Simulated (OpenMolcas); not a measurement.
**One shape, several levels: SnH3OF (SMILES [OH][SnH2][F])**

Wanted: a comparison of 6 runs (HF/STO-3G, B2PLYP/def2-SVPD, B3LYP/def2-SVPD, PBE0/def2-SVPD, TPSS/def2-SVPD, MP2/def2-SVPD) of SnH3OF. 

The calculation is run with OpenMolcas 26.06.

### 1 The molecule

The species is SnH3OF (6 atoms), meant as a singlet with charge 0. SMILES: `[OH][SnH2][F]`. The Sn2–H6 distance was set to 3.045 Å, away from the relaxed value. At this shape a bond of the SMILES string is far longer than usual.

Bond lengths: O1–Sn2 1.948 Å, Sn2–F3 1.922 Å, O1–H4 0.960 Å, Sn2–H5 1.701 Å. Angles: O1–Sn2–F3 105.3°, O1–Sn2–H5 111.8°, F3–Sn2–H5 104.3°, Sn2–O1–H4 114.0°.

### 2 The energy at HF/STO-3G (run 1)

The input, test.input:

```
>>> EXPORT MOLCAS_PRINT=2

&GATEWAY
 BasLib=$CurrDir
 BasisSet
 O.STO-3G....
 O1 -1.186559 -0.685642 -1.711567 angstrom
 End of Basis
 BasisSet
 Sn.STO-3G....
 Sn2 0.530141 -0.096742 -1.002867 angstrom
 End of Basis
 BasisSet
 F.STO-3G....
 F3 1.636941 -1.667742 -0.984467 angstrom
 End of Basis
 BasisSet
 H.STO-3G....
 H4 -1.140759 -1.038342 -2.603267 angstrom
 H5 1.323941 0.964458 -2.068667 angstrom
 H6 0.017500 0.696700 1.891900 angstrom
 End of Basis

&SEWARD

&SCF
 Thresholds=1e-10 1e-07 1e-07 1e-05
 PrOrbitals=1 2
```

The basis set STO-3G is read from a file made from the Basis Set Exchange's data (not shown).

Started as:

```
$ export MOLCAS_MEM=1860
$ pymolcas test.input > test.log
```

Log:

```text
--- Start Module: gateway ---
[...]
--- Stop Module: gateway /rc=_RC_ALL_IS_WELL_ ---
--- Start Module: seward ---
[...]
      Basis functions           40
--- Stop Module: seward /rc=_RC_ALL_IS_WELL_ ---
[...]
--- Start Module: scf ---
[...]
       Convergence after  14 Iterations
[...]
::    Total SCF energy                              -6136.6789247941
[...]
      Total spin, S                                     0.0000000000
[...]
      Total electronic charge=   70.000000
      Total            charge=   -0.000000
[...]
      Dipole Moment (debye):
      Origin of the operator (angstrom)=    0.4805   -0.3396   -1.0710
                   X=  6.9353E-01               Y=  1.0917E+00               Z= -1.4655E+00           Total=  1.9546E+00
      Quadrupole Moment (debye*angstrom):
[...]
--- Stop Module: scf /rc=_RC_ALL_IS_WELL_ ---
[...]
```

It took 2.9 s on 1 thread of Intel Xeon Platinum 8259CL at 2.50GHz (Skylake/Cascade Lake), shared host; peak memory 0.38 GiB.

### 3 The energy at B2PLYP/def2-SVPD (core potential) (run 2)

The input, struct.xyz:

```xyz
6

O     -1.186559    -0.685642    -1.711567
Sn     0.530141    -0.096742    -1.002867
F      1.636941    -1.667742    -0.984467
H     -1.140759    -1.038342    -2.603267
H      1.323941     0.964458    -2.068667
H      0.017500     0.696700     1.891900
```

The input, run.inp:

```
* FH3OSn Kohn-Sham DFT

&GATEWAY
 BASLIB=$CurrDir
 COORD=struct.xyz
 BASIS=def2-SVPD
 GROUP=NoSym

&SEWARD
 GRIDINPUT
 Grid=UltraFine
 End of Grid

&SCF
 KSDFT=B2PLYP_SCF
 THRESHOLDS=1e-10 1e-07 1e-07 1e-05
 PRORBITALS=1 2

&MBPT2
 FROZEN=6
```

The basis set def2-SVPD is read from a file made from the Basis Set Exchange's data (not shown).

Started as:

```
$ export MOLCAS_MEM=1860
$ pymolcas run.inp > run.log
```

Log:

```text
--- Start Module: gateway ---
[...]
--- Stop Module: gateway /rc=_RC_ALL_IS_WELL_ ---
[...]
      Basis functions          102
[...]
--- Start Module: scf ---
[...]
       Convergence after  14 Iterations
[...]
::    Total KS-DFT energy                            -390.3596778377
[...]
      Total spin, S                                     0.0000000000
[...]
      Total electronic charge=   42.000000
      Total            charge=   -0.000000
[...]
      Dipole Moment (debye):
      Origin of the operator (angstrom)=    0.4805   -0.3396   -1.0710
                   X=  2.8390E-01               Y=  2.0506E+00               Z= -2.2058E+00           Total=  3.0251E+00
      Quadrupole Moment (debye*angstrom):
[...]
--- Stop Module: scf /rc=_RC_ALL_IS_WELL_ ---
[...]
--- Start Module: mbpt2 ---
[...]
 ###    WARNING: MP2 implementation intended for RHF references only         ###
 ###############################################################################
MBPT2 WARNING: Reference function according to RunFile:KS-DFT
I'll assume you know what you're doing and continue
WARNING!
Default frozen orbitals as non valence orbitals is overwritten by user input.
Default values:   2
[...]
       Reference weight ( Cref**2 )         =        0.73654
::    Total MBPT2 energy                             -391.0485060415
[...]
      Total MBPT2 calculations                           0.64      0.74
--- Stop Module: mbpt2 /rc=_RC_ALL_IS_WELL_ ---
[...]
```

It took 36 s on 1 thread of Intel Xeon Platinum 8259CL at 2.50GHz (Skylake/Cascade Lake), shared host; peak memory 0.57 GiB.

Runs 3 to 4 aren't shown in full; the table further down has their settings and results.

### 4 The energy at TPSS/def2-SVPD (core potential) (run 5)

The input, mol.inp:

```
* FH3OSn Kohn-Sham DFT

&GATEWAY
  BasLib
  $CurrDir
  Coord
  6
  bohr
  O     -2.24227154    -1.29567560    -3.23439287
  Sn     1.00182130    -0.18281588    -1.89514397
  F      3.09337017    -3.15157563    -1.86037301
  H     -2.15572208    -1.96218200    -4.91946166
  H      2.50188590     1.82256148    -3.90921407
  H      0.03307021     1.31657219     3.57517286
  Basis
  def2-SVPD
  Group
  NoSym

&SEWARD
  GridInput
  Grid=UltraFine
  End of Grid

&SCF
  KSDFT
  2
  1.0 MGGA_X_TPSS
  1.0 MGGA_C_TPSS
  Thresholds
  1e-10 1e-07 1e-07 1e-05
  PrOrbitals
  1 2
```

The basis set def2-SVPD is read from a file made from the Basis Set Exchange's data (not shown).

Started as:

```
$ export MOLCAS_MEM=1860
$ pymolcas mol.inp > mol.log
```

Log:

```text
--- Start Module: gateway ---
[...]
--- Stop Module: gateway /rc=_RC_ALL_IS_WELL_ ---
--- Start Module: seward ---
[...]
      Basis functions          102
--- Stop Module: seward /rc=_RC_ALL_IS_WELL_ ---
[...]
--- Start Module: scf ---
[...]
       Convergence after  24 Iterations
[...]
::    Total KS-DFT energy                            -390.8868566020
[...]
      Total spin, S                                     0.0000000000
[...]
      Total electronic charge=   42.000000
      Total            charge=   -0.000000
[...]
      Dipole Moment (debye):
      Origin of the operator (angstrom)=    0.4805   -0.3396   -1.0710
                   X=  1.9474E-01               Y=  1.7203E+00               Z= -2.1110E+00           Total=  2.7302E+00
      Quadrupole Moment (debye*angstrom):
[...]
--- Stop Module: scf /rc=_RC_ALL_IS_WELL_ ---
[...]
```

It took 79 s on 1 thread of Intel Xeon Platinum 8259CL at 2.50GHz (Skylake/Cascade Lake), shared host; peak memory 0.58 GiB.

### 5 A single-point energy at MP2/def2-SVPD (core potential) (run 6)

The input, input.xyz:

```xyz
6

O     -1.186559    -0.685642    -1.711567
Sn     0.530141    -0.096742    -1.002867
F      1.636941    -1.667742    -0.984467
H     -1.140759    -1.038342    -2.603267
H      1.323941     0.964458    -2.068667
H      0.017500     0.696700     1.891900
```

The input, mol.inp:

```
&GATEWAY
 BASLIB=$CurrDir
 COORD=input.xyz
 BASIS=def2-SVPD
 GROUP=NoSym

&SEWARD

&SCF
 THRESHOLDS=1e-10 1e-07 1e-07 1e-05
 PRORBITALS=1

&MBPT2
 FROZEN=6
```

The basis set def2-SVPD is read from a file made from the Basis Set Exchange's data (not shown).

Started as:

```
$ export MOLCAS_MEM=1860
$ pymolcas mol.inp > mol.log
```

Log:

```text
--- Start Module: gateway ---
[...]
--- Stop Module: gateway /rc=_RC_ALL_IS_WELL_ ---
[...]
      Basis functions          102
[...]
--- Start Module: scf ---
[...]
       Convergence after  14 Iterations
[...]
::    Total SCF energy                               -389.1483203944
[...]
      Total spin, S                                     0.0000000000
[...]
      Total electronic charge=   42.000000
      Total            charge=   -0.000000
[...]
      Dipole Moment (debye):
      Origin of the operator (angstrom)=    0.4805   -0.3396   -1.0710
                   X=  3.6915E-01               Y=  2.0591E+00               Z= -2.5847E+00           Total=  3.3252E+00
      Quadrupole Moment (debye*angstrom):
[...]
--- Stop Module: scf /rc=_RC_ALL_IS_WELL_ ---
[...]
--- Start Module: mbpt2 ---
[...]
WARNING!
Default frozen orbitals as non valence orbitals is overwritten by user input.
Default values:   2
[...]
       Reference weight ( Cref**2 )         =        0.84037
::    Total MBPT2 energy                             -389.6943264247
[...]
      Total MBPT2 calculations                           0.65      0.71
--- Stop Module: mbpt2 /rc=_RC_ALL_IS_WELL_ ---
[...]
```

Wall time 14 s (1 thread of Intel Xeon Platinum 8259CL at 2.50GHz (Skylake/Cascade Lake), shared host); peak memory 0.58 GiB.

### 6 Overview of the runs

```
run                              level  frozen core orbitals  integration grid   energy (Eh)  dipole moment (D) of the reference  HOMO energy (eV)  LUMO energy (eV)  wall time
  1                          HF/STO-3G                     –                 –  -6136.678925                                1.95             -5.58              2.87      2.9 s
  2  B2PLYP/def2-SVPD (core potential)                     6         UltraFine   -390.545661                                3.03             -8.31             -3.22       36 s
  3   B3LYP/def2-SVPD (core potential)                     –         UltraFine   -391.028669                                2.84             -7.49             -4.49       46 s
  4    PBE0/def2-SVPD (core potential)                     –         UltraFine   -390.774659                                2.84             -7.59             -4.21       41 s
  5    TPSS/def2-SVPD (core potential)                     –         UltraFine   -390.886857                                2.73             -6.83             -4.83       79 s
  6     MP2/def2-SVPD (core potential)                     6                 –   -389.694326                                3.33             -9.47             -1.24       14 s
```

### 7 Summary of results

| quantity | value |
| --- | --- |
| run 6: total energy | -389.69433 Eh |
| run 6: dipole moment (mean-field density) | 3.33 D |
| run 6: HOMO energy (Hartree–Fock orbitals) | -9.47 eV |
| run 6: LUMO energy (Hartree–Fock orbitals) | -1.24 eV |
| run 6: HOMO–LUMO gap (Hartree–Fock orbitals) | 8.23 eV |
| run 6: correlation energy (6 core orbitals frozen) | -546.0 mEh |

What this shows: Over runs 1, 2, 3, 4, 5 the dipole moment (its size) runs from 1.95 D (HF/STO-3G) to 3.03 D (B2PLYP/def2-SVPD). The two ends differ in method and basis and core potential. A double hybrid's value is that of its SCF part. Over runs 1, 2, 3, 4, 5 the HOMO–LUMO gap runs from 1.99 eV (TPSS/def2-SVPD) to 8.45 eV (HF/STO-3G). For B2PLYP the log adds the whole second-order term; the table takes 0.27 of it, as the functional is defined. Totals of different functionals can't be ranked against each other. Some runs of one species differ in core potentials or relativity; totals across that change don't compare. In run 1 the basis is minimal, so the values are rough. In runs 1, 2, 3, 4, 5, 6 a closed-shell determinant meets a far-stretched bond, which it describes badly. In run 1 relativity is left out where basis or elements ask for it. All runs together took 3.6 min, the longest 79 s.
